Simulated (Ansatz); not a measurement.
The system is NbTe.

```
Te Nb
1.0
     3.70297    0.00000    0.00000
    -1.85149    3.20687    0.00000
     0.00000    0.00000    3.69421
Te Nb
1 1
Direct
  0.66667 0.33333 0.00000
  0.00000 0.00000 0.50000
```

The cell comes from a database or a generator and needn't be the stable form of this composition.

Base run:

- Program: Ansatz 0.2.0
- Functional: LDA
- Potentials or basis: all-electron LAPW, scalar-relativistic
- Cutoff: 233 eV (chosen from the basis error)
- Basis error allowed: 0.001 eV/atom
- k mesh: 8 × 8 × 7
- Occupations: fermi-dirac, width 0.05 eV
- Spin: no spin polarisation

Its results: pressure -7.5 GPa.

Q: The run is repeated on the same cell with these changes: functional from LDA to PBEsol. What comes out?

A: Pressure -5.2 GPa.

PBEsol binds less tightly than LDA, so the same cell stands under more pressure.
